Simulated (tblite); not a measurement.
# C7H12BF: the cost of one run

Computed with tblite 0.8.0 and PySCF 2.14.0, with density-fitted response routines of our own, on a single molecule in the gas phase. Atoms count from 0, in the outputs and in this text.

## Step 1: The starting structure

21 atoms, charge 0, multiplicity 1; geometry from: force field or distance geometry start.

Bonds of the start (Å): C0–C1 1.33, C1–C2 1.44, C2–C3 1.31, C3–F4 1.34, C1–C5 1.47, C5–B6 1.61, B6–C7 1.60, B6–C8 1.59, C0–H9 1.09, C0–H10 1.09, C2–H11 1.10, C3–H12 1.09, C5–H13 1.10, C5–H14 1.11, C7–H15 1.11, C7–H16 1.13, C7–H17 1.08, C8–H18 1.12, C8–H19 1.09, C8–H20 1.10.

## Step 2: Geometry optimisation with GFN2-xTB

The job: settings as JSON, then the geometry in Å.

```
{"job": {"kind": "relax", "xc": "GFN2-xTB", "basis": "xTB"}, "charge": 0, "multiplicity": 1}
C     -1.428700    -1.999500    -0.709000
C     -1.192700    -0.825500    -0.123000
C     -2.091100     0.258900    -0.403600
C     -1.951600     1.459100     0.113000
F     -2.764900     2.506000    -0.103500
C     -0.033500    -0.755200     0.771100
B      1.023400     0.348400     0.260700
C      1.882600    -0.140100    -0.992500
C      1.701200     1.231300     1.395100
H     -0.767500    -2.841500    -0.499600
H     -2.281800    -2.115400    -1.375400
H     -2.949200     0.119200    -1.081700
H     -1.127200     1.619100     0.805200
H     -0.243900    -0.546400     1.830800
H      0.503100    -1.726600     0.734200
H      1.151600    -0.336400    -1.801400
H      2.294400    -1.150700    -0.715200
H      2.671100     0.554600    -1.228800
H      0.929600     1.713800     2.046500
H      2.330700     2.000100     0.946500
H      2.335300     0.643600     2.071200
```

On the command line:

```bash
> OMP_NUM_THREADS=1 python probes_run.py task.json out
```

The driver reads the jobs from task.json and runs them one after another.

**Question.** How long does this first job take on 1 thread of Arm Neoverse N1, shared host?

About 2 s.
